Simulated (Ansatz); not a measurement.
**NbSi: single point with r2SCANh**

The system is NbSi.

```
Nb Si
1.0
     3.15644    0.00000    0.00000
     0.00000    3.15644    0.00000
     0.00000    0.00000    3.15644
Nb Si
1 1
Direct
  0.00000 0.00000 0.00000
  0.50000 0.50000 0.50000
```

The cell was built by a generator and needn't be a form met in nature.

```yaml
Program: Ansatz 0.2.0
Task: single point
Functional: r2SCANh
Potentials_or_basis: Ansatz PAW
Cutoff: "500 eV (not typed: the program's choice for these potentials)"
k_mesh: 4 × 4 × 4
Occupations: fermi-dirac, width 0.05 eV
Spin: no spin polarisation
```

```
Pressure               : -0.6 GPa
Band gap on the k mesh : none (metal or under the smearing width)
```

Levels at points of the mesh, in eV from the Fermi level:
```csv
k point,band 5,band 6,band 7,band 8,band 9,band 10,band 11,band 12
"(0.00, 0.00, 0.00)",-12.46,-3.25,-3.25,2.72,2.72,2.72,2.76,2.76
"(0.00, 0.00, -0.50)",-9.05,-7.28,-1.99,-1.34,-1.34,3.31,4.75,5.77
"(0.00, -0.50, -0.50)",-9.01,-3.57,-3.57,-2.71,0.60,0.60,4.69,5.28
"(-0.50, -0.50, -0.50)",-5.87,-5.87,-5.87,-4.32,4.16,4.16,4.16,4.80
```

Run time: 18 s on 1 × NVIDIA H100 80GB HBM3 with 2 threads of AMD EPYC 7R13 Processor (Zen 3), on a shared host, peak memory 1.5 GiB.

Caveat: the k mesh is coarse (spacing up to 0.50 Å⁻¹), so the values aren't converged, least of all with exact exchange; the PAW data sets come from PBE, with cores solved anew for the run's functional, which leaves a small shift of forces and pressure; the thresholds are loose for stress.
